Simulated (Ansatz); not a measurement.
# CH5ClFInSi: how energies converge with the basis set

One table from this session's results is given with a row withheld; the runs are named, their logs left out.

The runs use Ansatz 0.2.0, Gaussian basis; one geometry, several basis sets.

Plan: PBE0-D4/def2-SVP; ωB97M-V/def2-SVP; PBE0-D4/def2-QZVPP; ωB97M-V/def2-QZVPP; the functionals' def2-TZVPP values are taken from earlier runs.

### Structure used throughout

An earlier PBE0-D4 in a triple-zeta def2 set relaxation fixed the geometry. In takes the def2 core potential; no spin-orbit term is included.

SMILES `[F][InH][CH]([SiH3])Cl`, 10 atoms, charge 0, spin multiplicity 1.

Atoms are counted from 1 here; the program's logs count them from 0.

Bond lengths: F1–In2 1.964 Å, In2–C3 2.154 Å, In2–H6 1.698 Å, C3–Si4 1.878 Å, C3–Cl5 1.809 Å, C3–H7 1.091 Å, Si4–H8 1.488 Å, Si4–H9 1.480 Å, Si4–H10 1.487 Å. Angles: F1–In2–C3 106.9°, F1–In2–H6 114.0°, C3–In2–H6 139.0°, In2–C3–Si4 114.7°, In2–C3–Cl5 102.8°, In2–C3–H7 111.0°, Si4–C3–Cl5 109.8°, Si4–C3–H7 111.5°, Cl5–C3–H7 106.4°, C3–Si4–H8 107.4°, C3–Si4–H9 109.9°, C3–Si4–H10 109.6°, H8–Si4–H9 110.6°, H8–Si4–H10 109.5°, H9–Si4–H10 109.8°.

The first run:

File in.yaml:

```yaml
crystal:
  periodic: [false, false, false]
  atoms:
    - {symbol: F, position_ang: [-2.247012, -0.512733, 1.218293]}
    - {symbol: In, position_ang: [-1.548619, 1.096528, 0.334945]}
    - {symbol: C, position_ang: [0.424753, 0.611929, -0.380789]}
    - {symbol: Si, position_ang: [0.884025, -1.204050, -0.243571]}
    - {symbol: Cl, position_ang: [1.493669, 1.597615, 0.696074]}
    - {symbol: H, position_ang: [-2.579028, 2.441566, 0.438282]}
    - {symbol: H, position_ang: [0.577410, 0.988353, -1.393096]}
    - {symbol: H, position_ang: [-0.021968, -1.961559, -1.148118]}
    - {symbol: H, position_ang: [0.723513, -1.660392, 1.155401]}
    - {symbol: H, position_ang: [2.293258, -1.397257, -0.677411]}
basis:
  gaussian: {orbitals: def2-SVP}
hamiltonian: {xc: pbe0, dispersion: d4}
output: {orbitals: {seedname: orbitals}}
```

Command:

```console
> ansatz run in.yaml --threads 4 --pin off --events-out ev --progress --plain --max-ram 10444MiB
```

Among the steps run: PBE0-D4 in def2-SVP; ωB97M-V in def2-SVP; PBE0-D4 in def2-QZVPP; ωB97M-V in def2-QZVPP.

One of the session's tables, all rows but one given; the rest of the session is left out.

It belongs to the step «Functionals by basis». 

| functional | basis | HOMO (eV) | LUMO (eV) |
| --- | --- | --- | --- |
| PBE0-D4 | def2-SVP | -7.62 | -1.62 |
| PBE0-D4 | def2-TZVPP | -7.71 | -1.76 |
| PBE0-D4 | def2-QZVPP | -7.73 | -1.80 |
| ωB97M-V | def2-SVP | -9.72 | 0.00 |
| ωB97M-V | def2-TZVPP | ? | ? |
| ωB97M-V | def2-QZVPP | -9.87 | -0.33 |

Estimate the missing values for ωB97M-V, def2-TZVPP.

**Answer.** HOMO (eV): -9.84; LUMO (eV): -0.25. In the column «HOMO (eV)» it lies between ωB97M-V, def2-QZVPP (-9.87) and ωB97M-V, def2-SVP (-9.72).
